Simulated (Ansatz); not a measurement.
# CH4FPSSi: shift of H9 from P4 to S5

How high is the barrier for the shift of H9 from P4 to S5? Relax the two ends, then run a nudged elastic band between them. SMILES of the start: C[Si]1(F)PS1.

Program: Ansatz 0.2.0. Level of theory: RKS PBE0/def2-SVP. These are calculated values, not measurements.

## Step 1: The structure to begin with

Bond lengths: C1–Si2 1.804 Å, Si2–F3 1.554 Å, Si2–P4 2.136 Å, Si2–S5 2.134 Å, P4–S5 2.082 Å, C1–H6 1.051 Å, C1–H7 1.062 Å, C1–H8 1.131 Å, P4–H9 1.451 Å. Angles (14 of 16 angles, heavy atoms first): C1–Si2–F3 115.6°, C1–Si2–P4 125.1°, C1–Si2–S5 114.3°, F3–Si2–P4 116.7°, F3–Si2–S5 111.7°, P4–Si2–S5 58.4°, Si2–P4–S5 60.8°, Si2–S5–P4 60.9°, Si2–C1–H6 113.0°, Si2–C1–H7 111.9°, Si2–C1–H8 108.0°, Si2–P4–H9 98.3°, S5–P4–H9 98.9°, H6–C1–H7 111.7°.

Coordinates:

```xyz
9

C    -0.0929   -1.2220   -0.4368
Si    0.5963    0.1783    0.4684
F     1.8987   -0.1137    1.2649
P    -0.4768    1.9478    0.9970
S     0.7586    1.9703   -0.6792
H     0.5554   -1.5929   -1.1760
H    -0.4243   -1.9910    0.2165
H    -0.9931   -0.8557   -1.0158
H    -1.7334    1.6327    0.3440
```

## Step 2: Relaxing end A

The input, input.yaml:

```yaml
crystal:
  periodic: [false, false, false]
  atoms:
    - { symbol: C, position_ang: [-0.0929, -1.222, -0.4368] }
    - { symbol: Si, position_ang: [0.5963, 0.1783, 0.4684] }
    - { symbol: F, position_ang: [1.8987, -0.1137, 1.2649] }
    - { symbol: P, position_ang: [-0.4768, 1.9478, 0.997] }
    - { symbol: S, position_ang: [0.7586, 1.9703, -0.6792] }
    - { symbol: H, position_ang: [0.5554, -1.5929, -1.176] }
    - { symbol: H, position_ang: [-0.4243, -1.991, 0.2165] }
    - { symbol: H, position_ang: [-0.9931, -0.8557, -1.0158] }
    - { symbol: H, position_ang: [-1.7334, 1.6327, 0.344] }
basis:
  gaussian: { orbitals: def2-SVP }
hamiltonian:
  xc: pbe0
relax:
  f_tol: 0.02
  max_steps: 50
```

Launch:

```sh
$ ansatz run input.yaml --threads 2 --pin off --max-ram 3072MiB --backend cpu --events-out ev --progress --plain --runs-dir out
```

Standard output, shortened:

```text
Warning: RAYON_NUM_THREADS=2 ignored (pool sized by the plan → 2); use --threads N
[...]
Functional definition: PBE0
[...]
1038 factors; integrals over basis functions are off by at most 2.7e-4 eV
[...]
mean field -31796.88518056 eV, -1168.5139776828 hartree, gradient 1.8e-5 eV, S^2 0.000000; 0 other end points of the search recorded, 0 dependent functions left out
[...]
reference -31796.88520388 eV, -1168.5139785396 hartree; 32, 32 occupied and 70, 70 virtual orbitals, 1038 factors
relax step   1: F+E_penalty+E_count = -31796.88518056 eV  Δ(F+E_penalty+E_count) = +0.000e0 eV  max|allowed force component| = 2.097e0 eV/Å  Δτ_max = 0.0000 Å  (27 SCF iters, accepted)
[...]
relax step   3: F+E_penalty+E_count = -31797.33070514 eV  Δ(F+E_penalty+E_count) = -7.737e-2 eV  max|allowed force component| = 3.964e-1 eV/Å  Δτ_max = 0.1173 Å  (29 SCF iters, accepted)
[...]
relax step   5: F+E_penalty+E_count = -31797.34983059 eV  Δ(F+E_penalty+E_count) = -4.758e-3 eV  max|allowed force component| = 3.614e-2 eV/Å  Δτ_max = 0.0268 Å  (26 SCF iters, accepted)
[...]
relax step   7: F+E_penalty+E_count = -31797.35188126 eV  Δ(F+E_penalty+E_count) = -2.051e-3 eV  max|allowed force component| = 2.076e-2 eV/Å  Δτ_max = 0.0341 Å  (25 SCF iters, accepted)
[...]
relax step   8: F+E_penalty+E_count = -31797.35170271 eV  Δ(F+E_penalty+E_count) = +1.785e-4 eV  max|allowed force component| = 3.929e-2 eV/Å  Δτ_max = 0.0207 Å  (26 SCF iters, rejected (line search))
[...]
relax step   9: F+E_penalty+E_count = -31797.35211835 eV  Δ(F+E_penalty+E_count) = -2.371e-4 eV  max|allowed force component| = 5.289e-3 eV/Å  Δτ_max = 0.0099 Å  (24 SCF iters, accepted)
1038 factors; integrals over basis functions are off by at most 2.8e-4 eV
[...]
mean field -31797.35211835 eV, -1168.5311373301 hartree, gradient 2.1e-5 eV, S^2 0.000000; 1 other end points of the search recorded, 0 dependent functions left out
[...]
reference -31797.35214201 eV, -1168.5311381994 hartree; 32, 32 occupied and 70, 70 virtual orbitals, 1038 factors
Total energy: -31797.35214201 eV, -1168.5311381994 hartree
Atom 0 at    -0.121690    -1.232074    -0.474729 Å, force     0.000196     0.005289    -0.002302 eV/Å
Atom 1 at     0.597445     0.265072     0.344365 Å, force     0.000584    -0.002661    -0.000718 eV/Å
Atom 2 at     1.866940    -0.203032     1.241637 Å, force    -0.001051    -0.000425    -0.000963 eV/Å
Atom 3 at    -0.529695     2.012338     1.093982 Å, force     0.002666     0.002235     0.000399 eV/Å
Atom 4 at     0.808385     2.069926    -0.693497 Å, force    -0.000811     0.000510     0.000820 eV/Å
Atom 5 at     0.632799    -1.700039    -1.125905 Å, force     0.000987    -0.001720     0.001163 eV/Å
Atom 6 at    -0.432374    -1.972566     0.277618 Å, force    -0.000961    -0.001375     0.001437 eV/Å
Atom 7 at    -0.990535    -0.950050    -1.085950 Å, force     0.001362    -0.001518    -0.000153 eV/Å
Atom 8 at    -1.742776     1.664224     0.405479 Å, force    -0.002971    -0.000336     0.000317 eV/Å
Dipole moment:    -0.406845    -0.485113    -0.155609 e Å
```

Run time: 31 s. Hardware: 2 threads of Arm Neoverse V1, shared host; peak memory 0.22 GiB.

Relaxation path:

| step | energy from step 1 (eV) | largest force component (eV/Å) |
| --- | --- | --- |
| 1 | 0.0000 | 2.0975 |
| 2 | -0.3682 | 0.8969 |
| 3 | -0.4455 | 0.3964 |
| 4 | -0.4599 | 0.1927 |
| 5 | -0.4646 | 0.0361 |
| 6x | -0.4621 | 0.1210 |
| 7 | -0.4667 | 0.0208 |
| 8x | -0.4665 | 0.0393 |
| 9 | -0.4669 | 0.0053 |

Step 1 is the start. 2 steps were tried and not accepted (marked x).

After: Bond lengths: C1–Si2 1.852 Å, Si2–F3 1.624 Å, Si2–P4 2.210 Å, Si2–S5 2.093 Å, P4–S5 2.234 Å, C1–H6 1.101 Å, C1–H7 1.100 Å, C1–H8 1.099 Å, P4–H9 1.438 Å. Angles (14 of 16 angles, heavy atoms first): C1–Si2–F3 108.4°, C1–Si2–P4 126.2°, C1–Si2–S5 121.1°, F3–Si2–P4 116.1°, F3–Si2–S5 116.4°, P4–Si2–S5 62.5°, Si2–P4–S5 56.2°, Si2–S5–P4 61.3°, Si2–C1–H6 109.8°, Si2–C1–H7 110.6°, Si2–C1–H8 110.2°, Si2–P4–H9 94.4°, S5–P4–H9 97.4°, H6–C1–H7 108.2°.

## Step 3: End point B

The second end starts from a geometry with the move made by hand.

input.yaml, as its differences from that of step 2:

```diff
@@ -11,3 +11,3 @@
     - { symbol: H, position_ang: [-0.9931, -0.8557, -1.0158] }
-    - { symbol: H, position_ang: [-1.7334, 1.6327, 0.344] }
+    - { symbol: H, position_ang: [0.62546, 2.78041, -1.78843] }
 basis:
```

Launch:

```sh
$ ansatz run input.yaml --threads 2 --pin off --max-ram 3072MiB --backend cpu --events-out ev --progress --plain --runs-dir out
```

Standard output, shortened:

```text
Warning: RAYON_NUM_THREADS=2 ignored (pool sized by the plan → 2); use --threads N
[...]
[... 1 set-up line as earlier in the session ...]
[...]
1036 factors; integrals over basis functions are off by at most 3.0e-4 eV
[...]
mean field -31794.34267543 eV, -1168.4205423426 hartree, gradient 3.6e-5 eV, S^2 0.000000; 0 other end points of the search recorded, 0 dependent functions left out
[...]
reference -31794.34270039 eV, -1168.4205432597 hartree; 32, 32 occupied and 70, 70 virtual orbitals, 1036 factors
relax step   1: F+E_penalty+E_count = -31794.34267543 eV  Δ(F+E_penalty+E_count) = +0.000e0 eV  max|allowed force component| = 3.146e0 eV/Å  Δτ_max = 0.0000 Å  (29 SCF iters, accepted)
[...]
relax step   3: F+E_penalty+E_count = -31795.79715341 eV  Δ(F+E_penalty+E_count) = -4.632e-1 eV  max|allowed force component| = 1.217e0 eV/Å  Δτ_max = 0.1949 Å  (31 SCF iters, accepted)
[...]
Total energy: -31796.08349147 eV, -1168.4845161520 hartree
Atom 0 at    -0.089187    -1.080070    -0.531458 Å, force    -0.001365     0.000398     0.000774 eV/Å
Atom 1 at     0.518943     0.304662     0.552829 Å, force     0.003127    -0.012868    -0.004968 eV/Å
Atom 2 at     1.875487    -0.283225     1.236655 Å, force     0.001019    -0.002858     0.002386 eV/Å
Atom 3 at    -0.408405     2.105566     1.151084 Å, force    -0.001734     0.005413     0.001747 eV/Å
Atom 4 at     1.001525     2.172523    -0.621323 Å, force    -0.004128     0.012577    -0.005395 eV/Å
Atom 5 at     0.735814    -1.512111    -1.117730 Å, force    -0.000034     0.001882     0.001588 eV/Å
Atom 6 at    -0.504036    -1.879080     0.103912 Å, force    -0.001311    -0.000903     0.000300 eV/Å
Atom 7 at    -0.885455    -0.731323    -1.204054 Å, force     0.000284    -0.000656     0.000672 eV/Å
Atom 8 at     0.202674     2.004568    -1.719344 Å, force     0.004141    -0.002985     0.002897 eV/Å
Dipole moment:    -0.196568    -0.382138    -0.576107 e Å
```

Wall time 36 s (2 threads of Arm Neoverse V1, shared host); peak memory 0.22 GiB.

Step by step:

| step | energy from step 1 (eV) | largest force component (eV/Å) |
| --- | --- | --- |
| 1 | 0.0000 | 3.1459 |
| 2 | -0.9913 | 1.9517 |
| 3 | -1.4545 | 1.2172 |
| 4 | -1.5775 | 1.0894 |
| 5 | -1.6786 | 1.0175 |
| 6 | -1.7180 | 0.6103 |
| 7 | -1.7357 | 0.2027 |
| 8 | -1.7395 | 0.1328 |
| 9 | -1.7407 | 0.0241 |
| 10 | -1.7408 | 0.0129 |

Step 1 is the start.

After: Bond lengths: C1–Si2 1.861 Å, Si2–F3 1.629 Å, Si2–P4 2.112 Å, Si2–S5 2.258 Å, P4–S5 2.266 Å, C1–H6 1.100 Å, C1–H7 1.102 Å, C1–H8 1.099 Å, S5–H9 1.368 Å. Angles (14 of 16 angles, heavy atoms first): C1–Si2–F3 104.4°, C1–Si2–P4 131.0°, C1–Si2–S5 112.5°, F3–Si2–P4 123.7°, F3–Si2–S5 109.8°, P4–Si2–S5 62.3°, Si2–P4–S5 62.0°, Si2–S5–P4 55.7°, Si2–C1–H6 111.0°, Si2–C1–H7 109.1°, Si2–C1–H8 110.9°, Si2–S5–H9 101.0°, P4–S5–H9 105.1°, H6–C1–H7 107.7°.

## Step 4: Nudged elastic band

crystal.atoms is end A as relaxed above, and neb.final_atoms is end B, turned to lie on A. With 9 inner images the band has 11 in all. The start path is listed, through a guess of the saddle.

The input, input.yaml:

```yaml
crystal:
  periodic: [false, false, false]
  atoms:
    - { symbol: C, position_ang: [-0.12169, -1.232074, -0.474729] }
    - { symbol: Si, position_ang: [0.597445, 0.265072, 0.344365] }
    - { symbol: F, position_ang: [1.86694, -0.203032, 1.241637] }
    - { symbol: P, position_ang: [-0.529695, 2.012338, 1.093982] }
    - { symbol: S, position_ang: [0.808385, 2.069926, -0.693497] }
    - { symbol: H, position_ang: [0.632799, -1.700039, -1.125905] }
    - { symbol: H, position_ang: [-0.432374, -1.972566, 0.277618] }
    - { symbol: H, position_ang: [-0.990535, -0.95005, -1.08595] }
    - { symbol: H, position_ang: [-1.742776, 1.664224, 0.405479] }
basis:
  gaussian: { orbitals: def2-SVP }
hamiltonian:
  xc: pbe0
neb:
  order_check: false
  images: 9
  f_tol: 0.05
  max_iterations: 60
  final_atoms:
    - { symbol: C, position_ang: [-0.19580305, -1.23411238, -0.33245362] }
    - { symbol: Si, position_ang: [0.46868384, 0.17129927, 0.69041409] }
    - { symbol: F, position_ang: [2.06061701, -0.14565502, 0.82726986] }
    - { symbol: P, position_ang: [-0.52554969, 1.67280026, 1.79410475] }
    - { symbol: S, position_ang: [0.170601, 2.17791282, -0.3020937] }
    - { symbol: H, position_ang: [0.450913, -1.4285159, -1.20134174] }
    - { symbol: H, position_ang: [-0.21619778, -2.14841453, 0.28223927] }
    - { symbol: H, position_ang: [-1.22170313, -1.02534195, -0.66711242] }
    - { symbol: H, position_ang: [-0.90306219, 1.91382644, -1.10802649] }
  initial_path:
    images:
      - { positions_ang: [[-0.12169, -1.232074, -0.474729], [0.597445, 0.265072, 0.344365], [1.86694, -0.203032, 1.241637], [-0.529695, 2.012338, 1.093982], [0.808385, 2.069926, -0.693497], [0.632799, -1.700039, -1.125905], [-0.432374, -1.972566, 0.277618], [-0.990535, -0.95005, -1.08595], [-1.742776, 1.664224, 0.405479]] }
      - { positions_ang: [[-0.11622656, -1.24169789, -0.46091948], [0.58794753, 0.23737508, 0.37993909], [1.88527245, -0.17678626, 1.22302178], [-0.54935274, 1.95620164, 1.13433242], [0.72599224, 2.05488834, -0.65441246], [0.6058644, -1.66617066, -1.14804926], [-0.39960129, -2.0021655, 0.26608879], [-1.0100122, -0.95566003, -1.03964666], [-1.64138482, 1.74781428, 0.28264579]] }
      - { positions_ang: [[-0.11076311, -1.25132178, -0.44710996], [0.57845006, 0.20967816, 0.41551318], [1.9036049, -0.15054052, 1.20440655], [-0.56901048, 1.90006528, 1.17468284], [0.64359947, 2.03985068, -0.61532792], [0.57892979, -1.63230231, -1.17019351], [-0.36682858, -2.031765, 0.25455957], [-1.02948941, -0.96127006, -0.99334333], [-1.53999364, 1.83140456, 0.15981258]] }
      - { positions_ang: [[-0.10529967, -1.26094567, -0.43330044], [0.56895259, 0.18198124, 0.45108727], [1.92193735, -0.12429478, 1.18579133], [-0.58866821, 1.84392892, 1.21503326], [0.56120671, 2.02481302, -0.57624338], [0.55199519, -1.59843397, -1.19233777], [-0.33405588, -2.06136451, 0.24303036], [-1.04896661, -0.96688009, -0.94703999], [-1.43860246, 1.91499483, 0.03697937]] }
      - { positions_ang: [[-0.09983623, -1.27056956, -0.41949093], [0.55945512, 0.15428431, 0.48666136], [1.9402698, -0.09804904, 1.1671761], [-0.60832595, 1.78779256, 1.25538369], [0.47881395, 2.00977537, -0.53715884], [0.52506059, -1.56456562, -1.21448203], [-0.30128317, -2.09096401, 0.23150114], [-1.06844381, -0.97249012, -0.90073666], [-1.33721129, 1.99858511, -0.08585384]] }
      - { positions_ang: [[-0.09437279, -1.28019346, -0.40568141], [0.54995765, 0.12658739, 0.52223546], [1.95860225, -0.0718033, 1.14856088], [-0.62798369, 1.7316562, 1.29573411], [0.39642119, 1.99473771, -0.49807431], [0.49812598, -1.53069728, -1.23662628], [-0.26851046, -2.12056351, 0.21997193], [-1.08792102, -0.97810015, -0.85443332], [-1.23582011, 2.08217539, -0.20868705]] }
      - { positions_ang: [[-0.11465884, -1.27097724, -0.39103585], [0.53370288, 0.13552977, 0.55587118], [1.9790052, -0.08657364, 1.08430267], [-0.60749689, 1.71988501, 1.39540824], [0.35125715, 2.03137273, -0.45887818], [0.48868339, -1.510261, -1.22956937], [-0.25804793, -2.12613371, 0.2324254], [-1.11467744, -0.98754851, -0.81696914], [-1.16926852, 2.0485056, -0.38855494]] }
      - { positions_ang: [[-0.13494489, -1.26176103, -0.37639029], [0.51744812, 0.14447215, 0.58950691], [1.99940815, -0.10134399, 1.02004447], [-0.58701009, 1.70811382, 1.49508236], [0.30609311, 2.06800775, -0.41968206], [0.47924079, -1.48982473, -1.22251246], [-0.24758539, -2.13170392, 0.24487887], [-1.14143386, -0.99699687, -0.77950496], [-1.10271694, 2.01483581, -0.56842283]] }
      - { positions_ang: [[-0.15523094, -1.25254481, -0.36174474], [0.50119336, 0.15341452, 0.62314264], [2.0198111, -0.11611433, 0.95578627], [-0.56652329, 1.69634263, 1.59475649], [0.26092907, 2.10464277, -0.38048594], [0.46979819, -1.46938845, -1.21545556], [-0.23712285, -2.13727412, 0.25733233], [-1.16819028, -1.00644523, -0.74204078], [-1.03616536, 1.98116602, -0.74829072]] }
      - { positions_ang: [[-0.17551699, -1.2433286, -0.34709918], [0.4849386, 0.1623569, 0.65677837], [2.04021406, -0.13088467, 0.89152806], [-0.54603649, 1.68457144, 1.69443062], [0.21576503, 2.14127779, -0.34128982], [0.46035559, -1.44895218, -1.20839865], [-0.22666032, -2.14284432, 0.2697858], [-1.1949467, -1.01589359, -0.7045766], [-0.96961377, 1.94749623, -0.92815861]] }
      - { positions_ang: [[-0.19580305, -1.23411238, -0.33245362], [0.46868384, 0.17129927, 0.69041409], [2.06061701, -0.14565502, 0.82726986], [-0.52554969, 1.67280026, 1.79410475], [0.170601, 2.17791282, -0.3020937], [0.450913, -1.4285159, -1.20134174], [-0.21619778, -2.14841453, 0.28223927], [-1.22170313, -1.02534195, -0.66711242], [-0.90306219, 1.91382644, -1.10802649]] }
```

Launch:

```sh
$ ansatz run input.yaml --threads 2 --pin off --max-ram 3072MiB --backend cpu --events-out ev --progress --plain --runs-dir out
```

Standard output, shortened:

```text
Warning: RAYON_NUM_THREADS=2 ignored (pool sized by the plan → 2); use --threads N
[...]
[... 1 set-up line as earlier in the session ...]
[...]
1036 factors; integrals over basis functions are off by at most 3.3e-4 eV
[...]
mean field -31797.35208465 eV, -1168.5311360916 hartree, gradient 3.9e-5 eV, S^2 0.000000; 0 other end points of the search recorded, 0 dependent functions left out
[...]
reference -31797.35210810 eV, -1168.5311369533 hartree; 32, 32 occupied and 70, 70 virtual orbitals, 1036 factors
1038 factors; integrals over basis functions are off by at most 7.4e-4 eV
[...]
mean field -31796.08347958 eV, -1168.4845157152 hartree, gradient 5.4e-5 eV, S^2 0.000000; 0 other end points of the search recorded, 0 dependent functions left out
[...]
reference -31796.08350363 eV, -1168.4845165988 hartree; 32, 32 occupied and 70, 70 virtual orbitals, 1038 factors
[...]
Total energy: -31795.36230435 eV, -1168.4580130144 hartree
Atom 0 at    -0.160137    -1.260014    -0.414942 Å, force     0.000713    -0.003787     0.020359 eV/Å
Atom 1 at     0.424858     0.222369     0.534279 Å, force     0.010796    -0.001306    -0.016208 eV/Å
Atom 2 at     1.948475    -0.096254     1.003077 Å, force    -0.013739     0.003399    -0.007954 eV/Å
Atom 3 at    -0.697598     1.744976     1.556180 Å, force    -0.004255     0.001967     0.002485 eV/Å
Atom 4 at     0.402414     2.127102    -0.607404 Å, force    -0.009064    -0.010488     0.004809 eV/Å
Atom 5 at     0.565156    -1.527141    -1.198276 Å, force     0.006582     0.001995    -0.002033 eV/Å
Atom 6 at    -0.260831    -2.121116     0.264810 Å, force    -0.006288     0.000359    -0.002265 eV/Å
Atom 7 at    -1.139378    -1.061406    -0.872751 Å, force     0.004875     0.000570    -0.004461 eV/Å
Atom 8 at    -0.994459     1.925283    -0.281973 Å, force     0.010378     0.007293     0.005270 eV/Å
Dipole moment:    -0.243808    -0.461768    -0.318166 e Å
this run last wrote the band of iteration 6 to <dir>
```

Run time: 2.8 min. Hardware: 2 threads of Arm Neoverse V1, shared host; peak memory 0.23 GiB.

## Step 5: The band, image by image

The 9 inner images lie between the fixed ends 0 and 10. Energy is taken from image 0, and the path length is the program's own coordinate along the band.

| image | path (Å) | energy (eV) | H9–P4 (Å) | H9–S5 (Å) | band force (eV/Å) |
| --- | --- | --- | --- | --- | --- |
| 0 | 0.000 | 0.0000 | 1.44 | 2.81 | - |
| 1 | 0.279 | 0.0050 | 1.44 | 2.79 | 0.008 |
| 2 | 0.559 | 0.1054 | 1.42 | 2.60 | 0.014 |
| 3 | 0.839 | 0.4802 | 1.41 | 2.31 | 0.016 |
| 4 | 1.119 | 1.0930 | 1.45 | 2.01 | 0.012 |
| 5 | 1.399 | 1.7425 | 1.59 | 1.70 | 0.038 |
| 6* | 1.679 | 1.9898 | 1.87 | 1.45 | 0.021 |
| 7 | 1.966 | 1.8511 | 2.21 | 1.36 | 0.043 |
| 8 | 2.253 | 1.5569 | 2.51 | 1.34 | 0.031 |
| 9 | 2.539 | 1.3133 | 2.79 | 1.36 | 0.013 |
| 10 | 2.826 | 1.2686 | 2.94 | 1.37 | - |

The star marks the climbing image.

image, energy (eV) and a bar:
```
        0      0.000 
        1      0.005 
        2      0.105 ##
        3      0.480 #######
        4      1.093 ################
        5      1.743 ##########################
        6      1.990 ##############################
        7      1.851 ############################
        8      1.557 #######################
        9      1.313 ####################
       10      1.269 ###################
```

The top of the band by iteration:

| iteration | highest image above image 0 (eV) | largest band force (eV/Å) |
| --- | --- | --- |
| 1 | 3.0836 | 4.599 |
| 2 | 2.1627 | 1.619 |
| 3 | 2.0173 | 0.553 |
| 4 | 1.9963 | 0.353 |
| 5 | 1.9902 | 0.107 |
| 6 | 1.9898 | 0.043 |

The band as a trajectory file:

```xyz
9
image=0 dE=0.0000
C    -0.122   -1.232   -0.475
Si    0.597    0.265    0.344
F     1.867   -0.203    1.242
P    -0.530    2.012    1.094
S     0.808    2.070   -0.693
H     0.633   -1.700   -1.126
H    -0.432   -1.973    0.278
H    -0.991   -0.950   -1.086
H    -1.743    1.664    0.405
9
image=1 dE=0.0050
C    -0.125   -1.234   -0.470
Si    0.591    0.262    0.357
F     1.833   -0.219    1.284
P    -0.548    2.017    1.072
S     0.862    2.070   -0.659
H     0.577   -1.622   -1.224
H    -0.303   -2.027    0.273
H    -1.073   -0.985   -0.966
H    -1.726    1.691    0.317
9
image=2 dE=0.1054
C    -0.145   -1.247   -0.454
Si    0.566    0.263    0.354
F     1.863   -0.201    1.213
P    -0.602    1.969    1.138
S     0.854    2.119   -0.565
H     0.555   -1.594   -1.227
H    -0.270   -2.058    0.282
H    -1.119   -1.037   -0.919
H    -1.613    1.740    0.161
9
image=3 dE=0.4802
C    -0.157   -1.257   -0.438
Si    0.527    0.259    0.374
F     1.884   -0.160    1.158
P    -0.660    1.909    1.235
S     0.768    2.121   -0.556
H     0.564   -1.567   -1.208
H    -0.277   -2.089    0.274
H    -1.126   -1.051   -0.913
H    -1.435    1.789    0.058
9
image=4 dE=1.0930
C    -0.159   -1.261   -0.429
Si    0.486    0.253    0.413
F     1.900   -0.128    1.111
P    -0.717    1.848    1.328
S     0.659    2.118   -0.581
H     0.572   -1.547   -1.200
H    -0.275   -2.107    0.266
H    -1.128   -1.055   -0.905
H    -1.249    1.834   -0.019
9
image=5 dE=1.7425
C    -0.157   -1.261   -0.425
Si    0.448    0.238    0.472
F     1.920   -0.106    1.062
P    -0.740    1.789    1.430
S     0.523    2.123   -0.600
H     0.577   -1.532   -1.200
H    -0.266   -2.117    0.258
H    -1.129   -1.059   -0.895
H    -1.088    1.878   -0.119
9
image=6 dE=1.9898
C    -0.160   -1.260   -0.415
Si    0.425    0.222    0.534
F     1.948   -0.096    1.003
P    -0.698    1.745    1.556
S     0.402    2.127   -0.607
H     0.565   -1.527   -1.198
H    -0.261   -2.121    0.265
H    -1.139   -1.061   -0.873
H    -0.994    1.925   -0.282
9
image=7 dE=1.8511
C    -0.167   -1.258   -0.400
Si    0.419    0.202    0.593
F     1.980   -0.106    0.943
P    -0.616    1.725    1.658
S     0.337    2.146   -0.546
H     0.554   -1.521   -1.189
H    -0.261   -2.126    0.273
H    -1.151   -1.063   -0.849
H    -1.007    1.955   -0.501
9
image=8 dE=1.5569
C    -0.174   -1.256   -0.381
Si    0.427    0.181    0.641
F     2.008   -0.126    0.893
P    -0.535    1.721    1.723
S     0.271    2.165   -0.449
H     0.544   -1.512   -1.176
H    -0.265   -2.132    0.281
H    -1.160   -1.059   -0.825
H    -1.027    1.973   -0.724
9
image=9 dE=1.3133
C    -0.182   -1.251   -0.357
Si    0.447    0.170    0.674
F     2.036   -0.151    0.844
P    -0.482    1.710    1.778
S     0.188    2.180   -0.348
H     0.533   -1.496   -1.158
H    -0.273   -2.138    0.291
H    -1.170   -1.045   -0.792
H    -1.009    1.974   -0.950
9
image=10 dE=1.2686
C    -0.196   -1.234   -0.332
Si    0.469    0.171    0.690
F     2.061   -0.146    0.827
P    -0.526    1.673    1.794
S     0.171    2.178   -0.302
H     0.451   -1.429   -1.201
H    -0.216   -2.148    0.282
H    -1.222   -1.025   -0.667
H    -0.903    1.914   -1.108
```

[end of part 1 of 2]
